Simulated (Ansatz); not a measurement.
# KW: the cost of one run

Method: DFT PBE, scalar-relativistic, plane waves, PAW, in Ansatz 0.2.0.

### 1 The starting structure

It takes space group P2_13 (No. 198, cubic). Conventional cell: a = 5.792 Å, b = 5.792 Å, c = 5.792 Å, α = 90.00°, β = 90.00°, γ = 90.00°. K (site symmetry 3) has 7 W at 2.90 to 3.26 Å as nearest neighbours. W (site symmetry 3) is surrounded by 7 K at 2.90 to 3.26 Å.

Structure file:

```cif
data_structure
_symmetry_space_group_name_H-M 'P2_13'
_symmetry_Int_Tables_number 198
_cell_length_a 5.7921
_cell_length_b 5.7921
_cell_length_c 5.7921
_cell_angle_alpha 90.000
_cell_angle_beta 90.000
_cell_angle_gamma 90.000
_cell_volume 194.31
loop_
_atom_site_label
_atom_site_type_symbol
_atom_site_symmetry_multiplicity
_atom_site_Wyckoff_symbol
_atom_site_fract_x
_atom_site_fract_y
_atom_site_fract_z
_atom_site_occupancy
K1 K 4 a 0.13400 0.13400 0.13400 1
W1 W 4 a 0.84450 0.84450 0.84450 1
```

This is candidate A: FeSi (B20) type (P2_13, No. 198).

(A quick probe on a coarse mesh, which set the mesh and smearing, is not shown.)

### 3 Coarse relaxation (candidate A)

File input.yaml:

```yaml
crystal:
  lattice:
    - [5.7920918498, 0.0, 0.0]
    - [0.0, 5.7920918498, 0.0]
    - [0.0, 0.0, 5.7920918498]
  atoms:
    - { symbol: K, position: [0.134, 0.134, 0.134] }
    - { symbol: K, position: [0.366, 0.866, 0.634] }
    - { symbol: K, position: [0.634, 0.366, 0.866] }
    - { symbol: K, position: [0.866, 0.634, 0.366] }
    - { symbol: W, position: [0.8445, 0.8445, 0.8445] }
    - { symbol: W, position: [0.6555, 0.1555, 0.3445] }
    - { symbol: W, position: [0.3445, 0.6555, 0.1555] }
    - { symbol: W, position: [0.1555, 0.3445, 0.6555] }
basis:
  ecutwfc: 420
kpoints:
  mp_grid: { grid: [4, 4, 4] }
hamiltonian:
  xc: pbe
scf:
  occupations: { method: gaussian, width: 0.1 }
  lower_state_search: "off"
output:
  forces: true
  stress: true
  eigenvalues: true
relax:
  adjacent_minimum: "off"
  f_tol: 0.04
  max_steps: 70
  cell: { stress_tol: 0.4 }
```

On the command line:

```console
$ ansatz run input.yaml --threads 1 --pin off --max-ram 2560MiB --backend cpu --events-out ev --progress --plain --runs-dir out
```

What time and memory should one allow on 1 thread of Arm Neoverse V2, shared host?

About 40 s, with a peak of 0.41 GiB.
